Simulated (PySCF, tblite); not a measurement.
**C₆H₁₅N+ (doublet): geometry, infrared bands and EPR parameters**

Aim: predict the infrared bands and EPR parameters of C₆H₁₅N+ (doublet) (`CC[N+](CC)CC`).

The runs use tblite 0.8.0 and PySCF 2.14.0, with density-fitted response routines of our own; the level of theory stands in each step. All values are computed, except where a source is named. Atoms count from 0, in the outputs and in this text.

### 1 The molecule as given

22 atoms, charge 1, multiplicity 2; geometry from: force field or distance geometry start.

Bonds of the start (Å): C0–C1 1.47, C1–N2 1.48, N2–C3 1.45, C3–C4 1.46, N2–C5 1.44, C5–C6 1.52, C0–H7 1.11, C0–H8 1.10, C0–H9 1.13, C1–H10 1.11, C1–H11 1.12, C3–H12 1.13, C3–H13 1.13, C4–H14 1.15, C4–H15 1.09, C4–H16 1.12, C5–H17 1.14, C5–H18 1.09, C6–H19 1.12, C6–H20 1.14, C6–H21 1.08.

### 2 Relaxing the molecule with GFN2-xTB

The job: settings as JSON, then the geometry in Å.

```
{"job": {"kind": "relax", "xc": "GFN2-xTB", "basis": "xTB"}, "charge": 1, "multiplicity": 2}
C     -1.755400    -1.473600    -0.250700
C     -1.121000    -0.934500     0.960300
N      0.042900    -0.050600     0.726600
C     -0.554700     1.145300     0.158500
C      0.310000     2.247000    -0.256000
C      0.882500    -0.756100    -0.208800
C      2.312800    -0.252900    -0.256800
H     -2.426500    -0.751300    -0.761700
H     -1.083000    -1.887600    -1.019900
H     -2.406700    -2.338700     0.069000
H     -0.737800    -1.744400     1.611900
H     -1.840600    -0.322200     1.566200
H     -1.299900     0.874400    -0.643800
H     -1.221500     1.535700     0.978200
H     -0.364900     3.165200    -0.401300
H      1.021900     2.557000     0.512800
H      0.747600     2.112500    -1.278600
H      0.458600    -0.710800    -1.265400
H      0.914100    -1.790200     0.143200
H      2.718000    -0.533900    -1.260000
H      2.927200    -0.858400     0.487700
H      2.465800     0.787400    -0.013000
```

Launch:

```bash
$ OMP_NUM_THREADS=1 python probes_run.py task.json out
```

The driver reads the jobs from task.json and runs them one after another.

Log:

```text
step      E/eV     max force
  0    -623.43311    4.282
  1    -624.04339    2.420
  2    -624.20957    1.025
  3    -624.29494    0.714
  4    -624.34563    0.673
  5    -624.39853    0.705
  6    -624.45408    0.561
  7    -624.49706    0.506
  8    -624.52517    0.344
  9    -624.54820    0.438
 10    -624.57138    0.488
 11    -624.59392    0.437
 12    -624.61388    0.331
 13    -624.63319    0.329
 14    -624.65586    0.390
 15    -624.68499    0.455
 16    -624.71583    0.428
 17    -624.74016    0.325
 18    -624.75673    0.244
 19    -624.76667    0.267
 20    -624.77379    0.177
 21    -624.78016    0.188
 22    -624.78627    0.194
 23    -624.79298    0.223
 24    -624.80089    0.214
 25    -624.81036    0.198
 26    -624.82095    0.222
 27    -624.83139    0.219
 28    -624.84084    0.210
 29    -624.85021    0.208
 30    -624.86062    0.233
 31    -624.87132    0.218
 32    -624.88088    0.193
 33    -624.88853    0.189
 34    -624.89478    0.180
 35    -624.90030    0.201
 36    -624.90698    0.203
 37    -624.91546    0.190
 38    -624.93011    0.199
 39    -624.93890    0.210
 40    -624.95130    0.209
 41    -624.95971    0.271
 42    -624.96637    0.201
 43    -624.97257    0.194
 44    -624.97790    0.118
 45    -624.98204    0.144
 46    -624.98633    0.118
 47    -624.98939    0.103
 48    -624.99148    0.088
 49    -624.99340    0.089
 50    -624.99521    0.079
 51    -624.99658    0.070
 52    -624.99740    0.054
 53    -624.99806    0.052
 54    -624.99888    0.065
 55    -624.99992    0.079
 56    -625.00102    0.071
 57    -625.00200    0.077
 58    -625.00302    0.069
 59    -625.00435    0.088
 60    -625.00594    0.109
 61    -625.00750    0.080
 62    -625.00884    0.093
 63    -625.01023    0.076
 64    -625.01202    0.088
 65    -625.01399    0.087
 66    -625.01527    0.073
 67    -625.01613    0.074
 68    -625.01688    0.071
 69    -625.01786    0.071
 70    -625.01912    0.080
 71    -625.02014    0.071
 72    -625.02104    0.073
 73    -625.02203    0.063
 74    -625.02309    0.059
 75    -625.02407    0.068
 76    -625.02468    0.072
 77    -625.02518    0.064
 78    -625.02564    0.053
 79    -625.02664    0.060
 80    -625.02732    0.066
 81    -625.02835    0.059
 82    -625.02910    0.061
 83    -625.03001    0.069
 84    -625.03101    0.086
 85    -625.03196    0.078
 86    -625.03259    0.057
 87    -625.03302    0.048
 88    -625.03341    0.048
 89    -625.03382    0.046
 90    -625.03422    0.041
 91    -625.03447    0.032
 92    -625.03471    0.034
 93    -625.03507    0.041
 94    -625.03552    0.041
 95    -625.03594    0.035
 96    -625.03629    0.038
 97    -625.03667    0.045
 98    -625.03722    0.048
 99    -625.03801    0.056
100    -625.03879    0.058
101    -625.03942    0.066
102    -625.03992    0.055
103    -625.04056    0.054
104    -625.04139    0.068
105    -625.04234    0.069
106    -625.04317    0.058
107    -625.04385    0.047
108    -625.04445    0.049
109    -625.04507    0.053
110    -625.04566    0.065
111    -625.04602    0.048
112    -625.04631    0.037
113    -625.04652    0.029
114    -625.04678    0.027
115    -625.04695    0.027
116    -625.04726    0.034
117    -625.04752    0.034
118    -625.04778    0.037
119    -625.04800    0.040
120    -625.04826    0.040
121    -625.04856    0.034
122    -625.04888    0.039
123    -625.04923    0.042
124    -625.04959    0.039
125    -625.04992    0.040
126    -625.05019    0.034
127    -625.05045    0.040
128    -625.05072    0.042
129    -625.05101    0.038
130    -625.05128    0.039
131    -625.05156    0.035
132    -625.05188    0.039
133    -625.05227    0.035
134    -625.05263    0.034
135    -625.05296    0.032
136    -625.05327    0.034
137    -625.05369    0.043
138    -625.05420    0.040
139    -625.05479    0.056
140    -625.05518    0.055
141    -625.05570    0.050
142    -625.05628    0.053
143    -625.05703    0.056
144    -625.05795    0.058
145    -625.05886    0.069
146    -625.05948    0.092
147    -625.06038    0.096
148    -625.06116    0.065
149    -625.06186    0.037
150    -625.06228    0.046
151    -625.06252    0.039
152    -625.06278    0.027
153    -625.06292    0.023
154    -625.06303    0.021
155    -625.06310    0.019
156    -625.06316    0.016
157    -625.06322    0.014
158    -625.06329    0.015
159    -625.06337    0.014
160    -625.06343    0.015
161    -625.06347    0.014
162    -625.06351    0.010
163    -625.06354    0.010
```

Run time: 0.87 s. Hardware: 1 thread of Arm Neoverse V2, shared host.

Step by step: (not every step is listed)

```tsv
step	energy from step 0 (eV)	largest force (eV/Å)
0	0.0000	4.2815
1	-0.6103	2.4204
2	-0.7765	1.0247
3	-0.8618	0.7142
4	-0.9125	0.6729
5	-0.9654	0.7051
6	-1.0210	0.5613
7	-1.0639	0.5063
8	-1.0921	0.3443
23	-1.3599	0.2231
38	-1.4970	0.1988
53	-1.5649	0.0519
68	-1.5838	0.0709
83	-1.5969	0.0693
98	-1.6041	0.0481
113	-1.6134	0.0286
128	-1.6176	0.0418
143	-1.6239	0.0563
158	-1.6302	0.0150
159	-1.6303	0.0137
160	-1.6303	0.0149
161	-1.6304	0.0136
162	-1.6304	0.0102
163	-1.6304	0.0103
```

Close pairs (by a distance rule), those that changed most:

```tsv
bond	before (Å)	after (Å)	change (Å)
C0–C1	1.470	1.542	+0.073
C4–H14	1.149	1.087	-0.062
C1–N2	1.480	1.423	-0.057
C3–C4	1.461	1.517	+0.057
C6–H20	1.139	1.086	-0.053
C5–H17	1.139	1.092	-0.047
C0–H9	1.129	1.086	-0.043
C6–H19	1.118	1.085	-0.032
```

The final coordinates are the input of the step that follows.

### 3 Harmonic vibrations with GFN2-xTB

The job: settings as JSON, then the geometry in Å.

```
{"job": {"kind": "ir", "xc": "GFN2-xTB", "basis": "xTB"}, "charge": 1, "multiplicity": 2}
C     -1.995469    -1.648554    -0.190074
C     -0.954983    -1.061742     0.785797
N     -0.143074    -0.085361     0.144004
C     -0.508858     1.281263     0.270320
C      0.112599     2.251310    -0.716838
C      1.021648    -0.503704    -0.547054
C      2.278420    -0.365169     0.340882
H     -2.642004    -0.863578    -0.573207
H     -1.508819    -2.146590    -1.023730
H     -2.602628    -2.374455     0.342091
H     -0.325705    -1.880967     1.144346
H     -1.483774    -0.610498     1.628548
H     -1.605002     1.343775     0.215646
H     -0.258399     1.613377     1.294186
H     -0.286516     3.243736    -0.525392
H      1.193469     2.308628    -0.624217
H     -0.141415     1.983567    -1.741012
H      1.166782     0.102537    -1.443934
H      0.914192    -1.553361    -0.827819
H      3.141756    -0.702085    -0.224136
H      2.180306    -0.979367     1.231575
H      2.437061     0.666623     0.638385
```

Log:

```text
mode    cm-1     km/mol
  1      53.1      0.98
  2      81.2      0.14
  3      99.5      1.07
  4     157.1      4.34
  5     191.7      0.08
  6     201.7      0.04
  7     266.7      0.64
  8     281.3      0.32
  9     315.9      0.17
 10     427.9      0.56
 11     471.7      6.68
 12     507.3      5.94
 13     760.3      8.58
 14     786.0      0.34
 15     836.0      1.66
 16     842.0      3.60
 17     962.4     15.21
 18     964.7     17.42
 19    1009.6     37.31
 20    1020.5     46.04
 21    1038.2      3.97
 22    1055.1      5.62
 23    1069.7      4.60
 24    1081.5      5.14
 25    1104.6     10.95
 26    1159.8     27.46
 27    1180.6      0.20
 28    1183.0     24.19
 29    1238.2     14.12
 30    1263.3     32.46
 31    1275.4     19.57
 32    1323.6     31.58
 33    1333.6     10.02
 34    1384.2      8.18
 35    1392.5      6.01
 36    1396.8     30.98
 37    1412.9     25.64
 38    1428.0      8.45
 39    1447.9      5.92
 40    1459.7     16.85
 41    1462.3     19.72
 42    1468.5      8.71
 43    1469.5     14.54
 44    1473.3      8.24
 45    1483.0     10.46
 46    2810.1      6.58
 47    2902.9      7.14
 48    2963.7      0.61
 49    2976.0      1.02
 50    2981.6      1.86
 51    2989.4      0.44
 52    3032.6      6.53
 53    3054.8      6.10
 54    3058.7      3.91
 55    3059.5      5.35
 56    3062.7      7.27
 57    3068.6      3.15
 58    3069.0      0.42
 59    3069.4      4.32
 60    3071.7      2.39
```

It took 0.59 s on 1 thread of Arm Neoverse V2, shared host.

Which atoms move in the most intense modes:

```tsv
cm⁻¹	km/mol	atoms
1010	37.3	C5 34 %, C6 23 %
1020	46.0	C1 33 %, C0 22 %
1160	27.5	H12 14 %
1183	24.2	H10 22 %, H11 15 %
1263	32.5	H17 35 %, H18 29 %, H10 14 %, C5 10 %
1324	31.6	N2 29 %, H18 18 %, H10 12 %, H11 11 %
1397	31.0	H12 26 %, H13 22 %, N2 13 %
1413	25.6	H16 26 %, H15 25 %, H14 24 %, C4 17 %
```

### 4 EPR parameters: B3LYP/pcH-1

Same as in step 3 but for these lines:

```diff
@@ -1,2 +1,2 @@
-{"job": {"kind": "ir", "xc": "GFN2-xTB", "basis": "xTB"}, "charge": 1, "multiplicity": 2}
+{"job": {"kind": "epr", "basis": "pcH-1"}, "charge": 1, "multiplicity": 2}
 C     -1.995469    -1.648554    -0.190074
```

Level: UKS B3LYP, pcH-1 on C H N, non-relativistic, mean-field spin-orbit, GIAO.

Log:

```text
UKS, coarse grid
  cycle   1  E = -292.11066315  |g| = 3.77e-01
  cycle   2  E = -292.04354376  |g| = 5.51e-01
  cycle   3  E = -292.17530305  |g| = 7.29e-02
  cycle   4  E = -292.17704780  |g| = 3.30e-02
  cycle   5  E = -292.17759356  |g| = 6.55e-03
  cycle   6  E = -292.17761979  |g| = 1.80e-03
  cycle   7  E = -292.17762261  |g| = 1.03e-03
  cycle   8  E = -292.17762304  |g| = 2.04e-04
UKS, final grid
  cycle   1  E = -292.17761721  |g| = 2.52e-04
  cycle   2  E = -292.17761719  |g| = 3.30e-04
  cycle   3  E = -292.17761724  |g| = 2.29e-05
  cycle   4  E = -292.17761724  |g| = 1.61e-05
E = -292.17761724 Eh   <S^2> = 0.7543 (exact 0.7500)
g shifts (ppm)      1          2          3
  rmc          -223       -223       -223
  gc             -2         42         33
  oz_so           9       2165       2352
  total        -216       1984       2162
hyperfine (MHz)  atom isotope    a_iso     a_fc   dipolar eigenvalues
    0   13C      44.69      44.69     -8.27     -8.13     16.39
    1   13C     -27.24     -27.24     -5.14      0.48      4.66
    2   14N      39.93      39.93    -39.59    -39.51     79.09
    3   13C     -29.87     -29.87     -5.19      0.71      4.48
    4   13C       2.27       2.27     -1.48     -1.05      2.53
    5   13C     -28.55     -28.55     -5.55      0.09      5.45
    6   13C      51.83      51.83     -9.24     -9.09     18.33
    7    1H      -5.12      -5.12     -5.64     -1.16      6.80
    8    1H      -5.64      -5.64     -5.46     -1.53      6.99
    9    1H      14.74      14.74     -4.44     -1.64      6.08
   10    1H      52.90      52.90     -5.69     -3.46      9.15
   11    1H      29.79      29.79     -5.22     -3.50      8.72
   12    1H      96.19      96.19     -6.55     -3.22      9.77
   13    1H     189.04     189.04     -6.59     -3.18      9.77
   14    1H      -2.72      -2.72     -1.99     -1.57      3.56
   15    1H       0.46       0.46     -2.63     -2.16      4.79
   16    1H       6.49       6.49     -2.78     -2.18      4.96
   17    1H      59.51      59.51     -5.80     -3.68      9.49
   18    1H      28.75      28.75     -5.32     -3.84      9.16
   19    1H      15.63      15.63     -4.86     -1.70      6.56
   20    1H      -5.22      -5.22     -5.90     -1.12      7.01
   21    1H      -6.11      -6.11     -5.89     -1.36      7.24
```

It took 99 s on 1 thread of Arm Neoverse V2, shared host; peak memory 1.1 GiB.

Principal g values 2.00210, 2.00430, 2.00448; g(iso) = 2.00363, against 2.00232 for a free electron.

Mean a(iso) over the nuclei that a row names, and the largest dipolar term of the row (other rows stand at the frozen geometry):

```tsv
nuclei	isotope	a(iso) (MHz)	a(iso) (G, at g = 2.0023)	largest dipolar term (MHz)
H10, H11, H12, H13, H17, H18	1H	76.0	27.1	9.8
N2	14N	39.9	14.2	79.1
C0, C4, C6	13C	32.9	11.8	18.3
C1, C3, C5	13C	-28.6	-10.2	-5.5
H7, H8, H9, H14, H15 and 4 more	1H	1.4	0.5	7.2
```

Mulliken spin populations:

C0 0.07; C1 -0.03; N2 0.76; C3 -0.05; C4 0.01; C5 -0.04; C6 0.08; H7 0.00; H8 0.00; H9 0.01; H10 0.02; H11 0.01; H12 0.04; H13 0.08; H14 0.00; H15 0.00; H16 0.00; H17 0.02; H18 0.01; H19 0.01; H20 0.00; H21 0.00

In first order the couplings over 0.8 MHz of 1H, 14N give 210 distinct lines over 195.7 G, if the averaged nuclei exchange fast.

Orbitals, density, ELF and potential are computed afterwards from the orbital file.

ELF in a plane through or near 6 of the atoms.

Ten even steps from ' ' (0.00) to '@' (1.00):
```
                                                        
                                                        
                                                        
              ..++**==                                  
              **@@@@%%--                                
              ==%%@@%%==..  ====    ::##++..            
              ::++--::++--::++--  ::@@@@@@++            
          ::##@@@@**::**++--..    ==@@@@@@++..          
          ==@@@@@@@@++==----==::  --%%@@%%++==--        
          ..##@@@@**      ++##**..====##--@@@@%%--      
                      --==####==..==**==**@@@@@@--      
                    ::**....++..  ....----==++--        
                ::::==%%++::##--                        
              ..==####****++%%**                        
              ++@@@@@@%%::  ..::                        
              **@@@@@@%%::                              
              ..##@@%%==                                
                  ::..                                  
                                                        
                                                        
```
The map spans 12.3 Å across and 10.5 Å up, centred on the molecule. Atoms in the plane (x, y in Å): C0 (2.6, 0.2), C4 (-1.7, 1.6), C5 (-0.5, -1.0), H7 (2.4, 1.3), H15 (-2.5, 0.9), H19 (-1.8, -2.6).

On the surface of density 0.002 e/bohr³ the electrostatic potential runs, from the 1st to the 99th percentile, from 3.74 to 5.32 V.

The spin density lies nearest to N2 59 %; H13 7 %.

### 5 Summary of results

| quantity | value |
| --- | --- |
| strongest single infrared mode (GFN2-xTB) | 1020 cm⁻¹, 46 km/mol |
| zero-point energy (GFN2-xTB) | 125.8 kcal/mol |
| g(iso) (B3LYP) | 2.00363 |
| ⟨S²⟩ | 0.754 (exact 0.75) |
| largest a(iso) (averaged by class) | 1H on H10, H11, H12, H13, H17, H18, 76.0 MHz |

**Reading.** Relaxing lowered the energy by 1.630 eV in 163 steps; the close pair that moved most is C0–C1, from 1.470 to 1.542 Å. All 60 modes are real, so the xTB geometry is a minimum. The strongest single mode, at 1020 cm⁻¹, is spread over many atoms; the largest shares are those of C1, C0. GFN2-xTB is a fitted tight-binding method: band positions and strengths are rough. Its intensities can rank the bands wrongly. N2 carries the largest spin population, 0.76 e. The isotropic g lies 1.3 ppt above the free-electron value.
